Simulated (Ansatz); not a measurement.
## MgO, space group Fm-3m: an SCF with error handling, step by step

Program: Ansatz 0.2.0, Python API.

Run as a notebook:

In [1]:
```python
import warnings

import ansatz
```

In [2]:
```python
crystal = (
    ansatz.Lattice.from_parameters(2.981869, 2.981869, 2.981869, alpha=60.0, beta=60.0, gamma=60.0)
    .atom("Mg", (0.0, 0.0, 0.0))
    .atom("O", (0.5, 0.5, 0.5))
)

[site.symbol for site in crystal.resolved().sites]
```
Out [2]:
```text
['Mg', 'O']
```

In [3]:
```python
setup = (
    crystal.calculation()
    .basis(34 * ansatz.Ry)
    .pseudopotentials("paw")
    .kpoints(8)
    .occupations("fixed")
    .functional("PBE", dispersion="d3bjatm")
)

with warnings.catch_warnings(record=True) as caught:
    warnings.simplefilter("always")
    result = setup.forces().stress().run(threads=1)
for item in caught:
    if issubclass(item.category, (ansatz.RunWarning, ansatz.DeckWarning)):
        print(item.category.__name__, "-", str(item.message)[:120])
summary = result.report
```

In [4]:
```python
summary["n_electrons"]
```
Out [4]:
```text
16.0
```

In [5]:
```python
result.lattice.cell_ang
```
Out [5]:
```text
array([[2.981869  , 0.        , 0.        ],
       [1.4909345 , 2.5823743 , 0.        ],
       [1.4909345 , 0.86079143, 2.43468584]])
```

In [6]:
```python
doubts = summary["published_state_doubts"]
if doubts or summary.get("closed_by") != "deck_thresholds":
    print("rejected:", doubts, summary.get("closed_by"))
else:
    print(f"accepted: F = {summary['free_energy_ev']:.5f} eV")
```
```text
accepted: F = -2494.67200 eV
```

What to keep in mind:
- Absolute energies stand on the zero of these potentials, so only differences at equal settings mean something. A total without «per atom» is that of the cell as typed.
- Of the deposited cell: the entry's cell lengths or inner coordinates differ somewhat from later room-temperature determinations.
- The structure is a deposited one; some such entries were measured under pressure or heat, so a shift against it needn't be the functional's error alone.
- The whole script took 2.4 s on 1 thread of Arm Neoverse N1, with other jobs on the host, peak memory 0.31 GiB.
